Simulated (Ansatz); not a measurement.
# BF₂H₃OSi: basis-set convergence

One table from this session's results is given with a row withheld; the runs are named, their logs left out.

The runs use Ansatz 0.2.0, Gaussian basis; one geometry, several basis sets.

Levels to be run: PBE0-D4/def2-SVP; ωB97M-V/def2-SVP; PBE0-D4/def2-QZVPP; ωB97M-V/def2-QZVPP; the functionals' def2-TZVPP values are taken from earlier runs.

### The relaxed structure

An earlier PBE0-D4 in a triple-zeta def2 set relaxation fixed the geometry.

SMILES `O[SiH2]B(F)F`, 8 atoms, charge 0, spin multiplicity 1.

Atoms are counted from 1 here; the program's logs count them from 0.

Bond lengths: O1–Si2 1.649 Å, O1–H6 0.958 Å, Si2–B3 2.038 Å, Si2–H7 1.483 Å, Si2–H8 1.492 Å, B3–F4 1.320 Å, B3–F5 1.323 Å. Angles: Si2–O1–H6 118.0°, O1–Si2–B3 111.7°, O1–Si2–H7 106.5°, O1–Si2–H8 112.2°, B3–Si2–H7 110.4°, B3–Si2–H8 107.7°, H7–Si2–H8 108.4°, Si2–B3–F4 122.2°, Si2–B3–F5 121.6°, F4–B3–F5 116.2°.

Set-up of the first run:

Input file in.yaml:

```yaml
crystal:
  periodic: [false, false, false]
  atoms:
    - {symbol: O, position_ang: [-0.626248, 0.564620, 1.599838]}
    - {symbol: Si, position_ang: [-0.097250, -0.561934, 0.518710]}
    - {symbol: B, position_ang: [0.576115, 0.302527, -1.200056]}
    - {symbol: F, position_ang: [1.232958, -0.379043, -2.119606]}
    - {symbol: F, position_ang: [0.357813, 1.579805, -1.465746]}
    - {symbol: H, position_ang: [-1.181111, 1.274685, 1.274904]}
    - {symbol: H, position_ang: [0.997220, -1.304974, 1.188004]}
    - {symbol: H, position_ang: [-1.167296, -1.532885, 0.148152]}
basis:
  gaussian: {orbitals: def2-SVP}
hamiltonian: {xc: pbe0, dispersion: d4}
output: {orbitals: {seedname: orbitals}}
```

Launch:

```console
> ansatz run in.yaml --threads 2 --pin off --events-out ev --progress --plain --max-ram 4352MiB
```

Among the steps run: PBE0-D4 in def2-SVP; ωB97M-V in def2-SVP; PBE0-D4 in def2-QZVPP; ωB97M-V in def2-QZVPP.

One table of the session follows, with a row left open; its other results are not shown here.

| functional | basis | HOMO (eV) |
| --- | --- | --- |
| PBE0-D4 | def2-SVP | -8.35 |
| PBE0-D4 | def2-TZVPP | -8.53 |
| PBE0-D4 | def2-QZVPP | -8.56 |
| ωB97M-V | def2-SVP | -10.55 |
| ωB97M-V | def2-TZVPP | -10.76 |
| ωB97M-V | def2-QZVPP | ? |

Q: Estimate the row for ωB97M-V, def2-QZVPP from the others.

As computed: HOMO (eV): -10.80. In the column «HOMO (eV)» it is the lowest.
